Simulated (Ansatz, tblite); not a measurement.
**The cluster As5P4−: a ladder of methods and basis sets**

Aim: run the singlet of the cluster As5P4− at one geometry on many levels, and compare frontier levels, spin and run time.

Computed with Ansatz 0.2.0, Gaussian basis. Level: as each input shows.

The runs, in order: GFN1-xTB, GFN2-xTB, PBE-D4/def2-TZVPD, r2SCAN-D4/def2-TZVPD, r2SCANh-D4/def2-TZVPD, B3LYP-D4/def2-TZVPD, PBE-D4/def2-SVPD, PBE0-D4/def2-SVPD, MP2/def2-SVPD.

10 further runs of the same task are left out: 2 that didn't finish, 8 set aside as unsound or not needed. Runs told in other sessions of the task aren't counted.

## 1. The geometry

The geometry is that of the singlet, from an earlier relaxation (PBE-D4/def2-SVP). At that level it is the lowest of the isomers that a small search found.

9 atoms, charge -1, spin multiplicity 1.

Bond lengths: P1–P2 2.244 Å, P1–P3 2.286 Å, P1–P4 2.283 Å, P2–P4 2.231 Å, P2–As6 2.425 Å, P3–As5 2.355 Å, P3–As8 2.389 Å, P4–As5 2.418 Å, As5–As9 2.499 Å, As6–As8 2.455 Å, As6–As9 2.450 Å, As7–As8 2.461 Å, As7–As9 2.464 Å. Angles: P2–P1–P3 106.1°, P2–P1–P4 59.0°, P3–P1–P4 92.4°, P1–P2–P4 61.4°, P1–P2–As6 105.9°, P4–P2–As6 108.0°, P1–P3–As5 90.8°, P1–P3–As8 101.1°, As5–P3–As8 104.7°, P1–P4–P2 59.6°, P1–P4–As5 89.3°, P2–P4–As5 105.4°, P3–As5–P4 87.4°, P3–As5–As9 101.1°, P4–As5–As9 99.4°, P2–As6–As8 102.3°, P2–As6–As9 103.9°, As8–As6–As9 89.3° and more.

The ion is computed in the gas phase, without counter-ions or solvent.

PBE0-D4/def2-TZVPD was run before; its log isn't repeated, and its numbers join the tables.

## 2. GFN1-xTB

Tight binding, by tblite at 300 K electronic temperature and without a spin-polarisation term:

```python
tblite.interface.Calculator('GFN1-xTB', numbers, positions, charge=-1, uhf=0).singlepoint()
```

Energy -615.7582 eV, HOMO -2.38 eV, LUMO -1.23 eV; 0.023 s.

## 3. GFN2-xTB

Tight binding, by tblite at 300 K electronic temperature and without a spin-polarisation term:

```python
tblite.interface.Calculator('GFN2-xTB', numbers, positions, charge=-1, uhf=0).singlepoint()
```

Energy -606.3973 eV, HOMO -5.28 eV, LUMO -4.52 eV; 0.026 s.

## 4. PBE-D4/def2-TZVPD

start.molden holds the orbitals of an earlier run on this state, given as this run's starting guess.

Contents of in.yaml:

```yaml
crystal:
  periodic: [false, false, false]
  atoms:
    - {symbol: P, position_ang: [1.376099, 2.006142, -0.436912]}
    - {symbol: P, position_ang: [2.297888, 0.148016, 0.418460]}
    - {symbol: P, position_ang: [-0.782936, 1.462254, -0.954904]}
    - {symbol: P, position_ang: [1.088971, 1.457455, 1.760643]}
    - {symbol: As, position_ang: [-1.217586, 0.904655, 1.291365]}
    - {symbol: As, position_ang: [0.887482, -1.687474, -0.304760]}
    - {symbol: As, position_ang: [-2.139417, -2.066803, -0.934417]}
    - {symbol: As, position_ang: [-0.478208, -0.637512, -2.053210]}
    - {symbol: As, position_ang: [-1.032313, -1.586744, 1.213735]}
basis:
  gaussian: {orbitals: def2-TZVPD, initial_orbitals: start.molden}
total_charge: -1
hamiltonian: {xc: pbe, dispersion: d4}
scf: {omitted_lower_state_checks: [starts]}
output: {forces: true, orbitals: {seedname: orbitals}}
```

Command:

```bash
ansatz run in.yaml --threads 4 --pin off --events-out ev --progress --plain --max-ram 6963MiB
```

After this run come: r2SCAN-D4/def2-TZVPD; r2SCANh-D4/def2-TZVPD; B3LYP-D4/def2-TZVPD; PBE-D4/def2-SVPD; PBE0-D4/def2-SVPD; MP2/def2-SVPD.

**Question.** What will the summary of the whole plan be? Wanted: gap in def2-TZVPD, named functionals, smallest and largest; correlation energy, MP2/def2-SVPD; PBE0 total energy, smallest basis above largest.

The runs gave:

```
                                                  quantity                                value
gap in def2-TZVPD, named functionals, smallest and largest  1.45 eV (PBE-D4), 2.87 eV (PBE0-D4)
                         correlation energy, MP2/def2-SVPD                            -46.28 eV
           PBE0 total energy, smallest basis above largest     49.92 eV (def2-SVPD, def2-TZVPD)
```

**Reading.** Orbital gaps of the named functionals in def2-TZVPD span 1.45 eV (PBE-D4) to 2.87 eV (PBE0-D4); exact exchange widens it.
